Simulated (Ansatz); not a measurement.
Debugging a ladder of basis sets of CH4NSb, SMILES C=[N][SbH2] (Ansatz 0.2.0, Python API).

The script, `run_basis.py`:
```python
"""How the energy of CH4NSb converges with the basis."""

from dataclasses import dataclass
import warnings

import ansatz as az


@dataclass
class RunConfig:
    functional: str = "pbe0"


settings = RunConfig()


def main() -> None:
    warnings.simplefilter("ignore", az.DeckWarning)

    geometry_ang = [
        ("C", (-0.8536, -0.4853, -0.6901)),
        ("N", (-0.465, -0.9154, 0.4047)),
        ("Sb", (1.0632, 0.0164, 1.417)),
        ("H", (-1.6399, -0.9313, -1.22)),
        ("H", (-0.4692, 0.4508, -1.1496)),
        ("H", (0.3552, 1.6162, 1.2326)),
        ("H", (5.05739, 0.45653, -0.08945)),
    ]
    molecule = az.Crystal.molecule()
    for symbol, xyz in geometry_ang:
        molecule = molecule.atom(symbol, xyz)

    setup = molecule.calculation().functional(settings.functional)

    energies = {}
    for basis in ["def2-SVP", "def2-SVPD", "def2-TZVP", "def2-TZVPP"]:
        summary = setup.basis(gaussian=basis).run().report
        size = summary["n_frozen"] + summary["n_occupied"][0] + summary["n_virtual"][0]
        energies[basis] = (summary["reference_energy_ev"] / 27.211386246, summary["free_energy_ev"] / 27.211386246)
        print(f"{basis:14s} {size:4d} orbitals  reference {energies[basis][0]:14.6f} Ha  total {energies[basis][1]:14.6f} Ha")

    last = energies["def2-TZVPP"][1]
    for basis, (_, total) in energies.items():
        print(f"{basis:14s} lies {27.211386 * (total - last):9.4f} eV above def2-TZVPP")


if __name__ == "__main__":
    main()
```

`python run_basis.py` gives:
```text
def2-SVP         74 orbitals  reference    -335.102707 Ha  total    -335.102707 Ha
def2-SVPD       104 orbitals  reference    -335.112163 Ha  total    -335.112163 Ha
def2-TZVP       136 orbitals  reference    -335.225668 Ha  total    -335.225668 Ha
def2-TZVPP      168 orbitals  reference    -335.226569 Ha  total    -335.226569 Ha
def2-SVP       lies    3.3705 eV above def2-TZVPP
def2-SVPD      lies    3.1132 eV above def2-TZVPP
def2-TZVP      lies    0.0245 eV above def2-TZVPP
def2-TZVPP     lies    0.0000 eV above def2-TZVPP
```

The script ran to its end, but the result can't be trusted. Why?

The fault: one atom is pulled far from the rest. The correction:

```diff
--- before
+++ after
@@ -26,3 +26,3 @@
         ("H", (0.3552, 1.6162, 1.2326)),
-        ("H", (5.05739, 0.45653, -0.08945)),
+        ("H", (2.0705, 0.1807, -0.0404)),
     ]
```

With that change:

```console
$ python run_basis.py
def2-SVP         74 orbitals  reference    -335.263288 Ha  total    -335.263288 Ha
def2-SVPD       104 orbitals  reference    -335.272777 Ha  total    -335.272777 Ha
def2-TZVP       136 orbitals  reference    -335.385559 Ha  total    -335.385559 Ha
def2-TZVPP      168 orbitals  reference    -335.386580 Ha  total    -335.386580 Ha
def2-SVP       lies    3.3550 eV above def2-TZVPP
def2-SVPD      lies    3.0967 eV above def2-TZVPP
def2-TZVP      lies    0.0278 eV above def2-TZVPP
def2-TZVPP     lies    0.0000 eV above def2-TZVPP
```

Caveats:
- The drop along the ladder measures the basis error, and is no property of the molecule.
- The geometry is a force-field or estimated start, not a minimum of this method, and the last set is no limit. Much of the fall in a total is atomic energy, which cancels in bond and reaction energies.
- def2 sets replace the cores of elements past krypton by effective core potentials.
- Timing: 12 s on 1 thread of Arm Neoverse V2, on a shared host, peak memory 0.36 GiB.

(Lines on the test bed's own set-up are left out of the output.)
